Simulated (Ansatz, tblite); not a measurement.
# B6N7 zinc blende off sphere (B₆N₇H₂₀+): rung by rung

Aim: run the singlet of B6N7 zinc blende off sphere (B₆N₇H₂₀+) at one geometry on many levels, and compare frontier levels, spin and run time.

Computed with Ansatz 0.2.0, Gaussian basis. Level: as each input shows.

Levels to be run: GFN1-xTB, GFN2-xTB, PBE-D4/def2-TZVP, r2SCAN-D4/def2-TZVP, HF/def2-TZVP, ωB97X-V/def2-TZVP, LDA/def2-TZVP, PBE-D4/def2-SVP, PBE0-D4/def2-SVP, HF/STO-3G, HF/6-31G, B3LYP-D4/6-31G, CCSD(T)/def2-SVP, MP2/def2-TZVP, RPA/def2-TZVP.

## Step 1: The relaxed structure

The singlet was relaxed beforehand with r2SCAN-D4/def2-SVP.

33 atoms, charge 1, spin multiplicity 1.

Bond lengths: N1–B9 1.612 Å, N1–B10 1.576 Å, N1–H14 1.026 Å, N1–H15 1.026 Å, N2–B8 1.597 Å, N2–B11 1.597 Å, N2–H16 1.024 Å, N2–H17 1.022 Å, N3–B9 1.587 Å, N3–B12 1.587 Å, N3–H18 1.024 Å, N3–H19 1.024 Å, N4–B8 1.628 Å, N4–B9 1.542 Å, N4–B13 1.558 Å, N4–H20 1.024 Å, N5–B10 1.564 Å, N5–B13 1.626 Å and more. Angles: B9–N1–B10 115.1°, B9–N1–H14 110.3°, B9–N1–H15 108.1°, B10–N1–H14 110.6°, B10–N1–H15 109.7°, H14–N1–H15 102.2°, B8–N2–B11 121.9°, B8–N2–H16 104.3°, B8–N2–H17 110.8°, B11–N2–H16 104.3°, B11–N2–H17 110.8°, H16–N2–H17 102.5°, B9–N3–B12 114.1°, B9–N3–H18 111.4°, B9–N3–H19 108.2°, B12–N3–H18 111.4°, B12–N3–H19 108.2°, H18–N3–H19 102.8° and more.

The ion is computed in the gas phase, without counter-ions or solvent.

PBE0-D4/def2-TZVP was run before; its log isn't repeated, and its numbers join the tables.

## Step 2: GFN1-xTB

Tight binding, by tblite at 300 K electronic temperature and without a spin-polarisation term:

```python
tblite.interface.Calculator('GFN1-xTB', numbers, positions, charge=1, uhf=0).singlepoint()
```

Energy -1131.1815 eV, HOMO -14.19 eV, LUMO -7.82 eV; 0.032 s.

## Step 3: GFN2-xTB

Tight binding, by tblite at 300 K electronic temperature and without a spin-polarisation term:

```python
tblite.interface.Calculator('GFN2-xTB', numbers, positions, charge=1, uhf=0).singlepoint()
```

Energy -1035.5905 eV, HOMO -12.93 eV, LUMO -4.81 eV; 0.021 s.

## Step 4: PBE-D4/def2-TZVP

start.molden holds the orbitals of an earlier run on this state, given as this run's starting guess.

The input, in.yaml:

```yaml
crystal:
  periodic: [false, false, false]
  atoms:
    - {symbol: N, position_ang: [0.496041, -2.279266, 0.404420]}
    - {symbol: N, position_ang: [-1.639631, 1.639582, -1.339945]}
    - {symbol: N, position_ang: [0.566926, -0.565942, -1.460944]}
    - {symbol: N, position_ang: [-1.300597, -0.462151, 0.221470]}
    - {symbol: N, position_ang: [0.441817, -0.442713, 2.112460]}
    - {symbol: N, position_ang: [0.461059, 1.300753, 0.222541]}
    - {symbol: N, position_ang: [2.279304, -0.494666, 0.405182]}
    - {symbol: B, position_ang: [-2.370575, 0.396521, -0.654415]}
    - {symbol: B, position_ang: [-0.441309, -1.441491, -0.603951]}
    - {symbol: B, position_ang: [1.408265, -1.407954, 1.349919]}
    - {symbol: B, position_ang: [-0.397862, 2.371037, -0.652628]}
    - {symbol: B, position_ang: [1.441260, 0.442614, -0.603064]}
    - {symbol: B, position_ang: [-0.485788, 0.484722, 1.151774]}
    - {symbol: H, position_ang: [1.060801, -2.958461, -0.116807]}
    - {symbol: H, position_ang: [-0.107555, -2.886810, 0.968950]}
    - {symbol: H, position_ang: [-2.362837, 2.362221, -1.390310]}
    - {symbol: H, position_ang: [-1.448607, 1.449668, -2.325645]}
    - {symbol: H, position_ang: [1.154429, -1.152690, -2.060973]}
    - {symbol: H, position_ang: [0.023661, -0.022980, -2.137923]}
    - {symbol: H, position_ang: [-1.962100, -1.004134, 0.784861]}
    - {symbol: H, position_ang: [-0.164451, -0.967232, 2.751863]}
    - {symbol: H, position_ang: [0.965450, 0.163613, 2.752529]}
    - {symbol: H, position_ang: [1.002496, 1.962067, 0.786687]}
    - {symbol: H, position_ang: [2.959041, -1.058755, -0.116070]}
    - {symbol: H, position_ang: [2.886300, 0.109032, 0.970205]}
    - {symbol: H, position_ang: [-2.824644, -0.330613, -1.520766]}
    - {symbol: H, position_ang: [-3.200060, 0.818569, 0.126147]}
    - {symbol: H, position_ang: [-1.071753, -2.213287, -1.292498]}
    - {symbol: H, position_ang: [2.090312, -2.089753, 2.086439]}
    - {symbol: H, position_ang: [0.329479, 2.827007, -1.517794]}
    - {symbol: H, position_ang: [-0.821337, 3.199090, 0.128694]}
    - {symbol: H, position_ang: [2.212860, 1.073991, -1.290976]}
    - {symbol: H, position_ang: [-1.180388, 1.178400, 1.860568]}
basis:
  gaussian: {orbitals: def2-TZVP, fitting: {mean_field: def2-universal-jkfit}, initial_orbitals: start.molden}
total_charge: 1
hamiltonian: {xc: pbe, dispersion: d4}
scf: {omitted_lower_state_checks: [starts]}
output: {orbitals: {seedname: orbitals}}
```

The run is started by

```bash
> ansatz run in.yaml --threads 2 --pin off --events-out ev --progress --plain --max-ram 22528MiB --backend cuda --devices 0, --max-vram 18GiB
```

After this run come: r2SCAN-D4/def2-TZVP; HF/def2-TZVP; ωB97X-V/def2-TZVP; LDA/def2-TZVP; PBE-D4/def2-SVP; PBE0-D4/def2-SVP; HF/STO-3G; HF/6-31G; B3LYP-D4/6-31G; CCSD(T)/def2-SVP; MP2/def2-TZVP; RPA/def2-TZVP.

**Question.** What will the summary of the whole plan be? Wanted: gap in def2-TZVP, named functionals and Hartree-Fock, smallest and largest; correlation energy, CCSD(T)/def2-SVP; correlation energy, MP2/def2-TZVP; PBE0 total energy, smallest basis above largest.

The runs gave:

| quantity | value |
| --- | --- |
| gap in def2-TZVP, named functionals and Hartree-Fock, smallest and largest | 4.56 eV (LDA), 12.87 eV (HF) |
| correlation energy, CCSD(T)/def2-SVP | -53.72 eV |
| correlation energy, MP2/def2-TZVP | -58.41 eV |
| PBE0 total energy, smallest basis above largest | 15.50 eV (def2-SVP, def2-TZVP) |

Over the named functionals and Hartree-Fock in def2-TZVP the gap runs from 4.56 eV (LDA) to 12.87 eV (HF); exact exchange widens it.
